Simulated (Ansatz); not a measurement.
# GeSO (singlet): from Hartree-Fock to the top rungs at a displaced geometry (v1), cc-pVDZ

One table from this session's results is given with a row withheld; the runs are named, their logs left out.

Computed with Ansatz 0.2.0, Gaussian basis. Level: cc-pVDZ, core rule «outside noble gas», up to 20 orbitals frozen.

To be run: UHF; CCSD(T) on RHF; BCCD(T) on RHF; CISD; CCSDT(Q) on RHF.

20 further runs of the same task are left out: 4 for a known fault of the program, 6 that didn't finish, 10 set aside as unsound or not needed.

## What is computed

The geometry is a PBE0/def2-TZVP stationary point (not a proven minimum) with its atoms shifted at random (size 0.040 Å). No spin-orbit coupling is included. The filled d shell of Ge may be among the frozen orbitals whatever the setting's name suggests; the logs give the count.

3 atoms, charge 0, spin multiplicity 1.

Atoms are counted from 1 here; the program's logs count them from 0.

Bond lengths: Ge1–S2 2.180 Å, Ge1–O3 1.816 Å, S2–O3 1.696 Å. Angles: S2–Ge1–O3 49.2°, Ge1–S2–O3 54.1°, Ge1–O3–S2 76.7°.

The first run:

The input, in.yaml:

```yaml
crystal:
  periodic: [false, false, false]
  atoms:
    - {symbol: Ge, position_ang: [-0.006026, 0.112738, 0.750092]}
    - {symbol: S, position_ang: [-0.006859, 0.315664, -1.420260]}
    - {symbol: O, position_ang: [0.041105, -1.144483, -0.559152]}
basis:
  gaussian: {orbitals: cc-pVDZ}
magnetization: {spin_polarized: true, initial_magnetization: 0}
hamiltonian: {xc: hf}
output: {orbitals: {seedname: orbitals}}
```

On the command line:

```sh
ansatz run in.yaml --threads 1 --pin off --events-out ev --progress --plain --max-ram 2393MiB
```

Among the steps run: UHF; CCSD(T) on RHF; BCCD(T) on RHF; CISD; CCSDT(Q) on RHF.

One table of the session follows, with a row left open; its other results are not shown here.

| method | from RCCSDT(Q) (meV) |
| --- | --- |
| RHF | +11541.9 |
| RMP2 | +1008.5 |
| RCCSD | +505.6 |
| RCCSD(T) | +79.9 |
| BCCD(T) | ? |
| RCCSDT | +56.1 |
| RCCSDT(Q) | 0 |

Q: Estimate the row for BCCD(T) from the others.

**Answer.** from RCCSDT(Q) (meV): +72.9. In the column «from RCCSDT(Q) (meV)» it lies between RCCSDT (+56.1) and RCCSD(T) (+79.9).

Not comparable, so not listed: CISD (they don't share determinant, frozen orbitals or solution with the rows shown, or repeat one).
